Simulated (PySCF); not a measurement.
# C3H3IO: the cost of one run

Programs: PySCF 2.14.0, with routines of our own; each step states its level. All values are computed. Atoms count from 0.

## (1) The system as given

8 atoms, charge 0, multiplicity 1; geometry from: GFN2-xTB.

## (2) Relaxing the molecule at PBE0-D3(BJ)/def2-SVP

Job settings and geometry (Å):

```
{"job": {"xc": "PBE0", "basis": "def2-SVP", "d3": "d3bj", "grid": 1, "maxiter": 30, "shake": 0.01, "kind": "geom"}, "charge": 0, "multiplicity": 1}
O     -2.264570    -0.387890    -0.608670
C     -1.259460     0.129510    -0.246330
C      0.003100    -0.577550    -0.171320
C      1.209670    -0.052110     0.238010
I      1.464980     1.913230     0.860850
H     -1.207490     1.198930     0.066080
H      0.007920    -1.616550    -0.465050
H      2.100990    -0.626710     0.273960
```

Run with:

```
> OMP_NUM_THREADS=1 python heavy_run.py task.json out
```

One launch serves the whole session: the jobs run in the order shown.

**Question.** How long does this first job take on 1 thread of Intel Xeon 6975P-C, shared host, and how much memory does it need?

About 37 s, with a peak of 0.41 GiB.
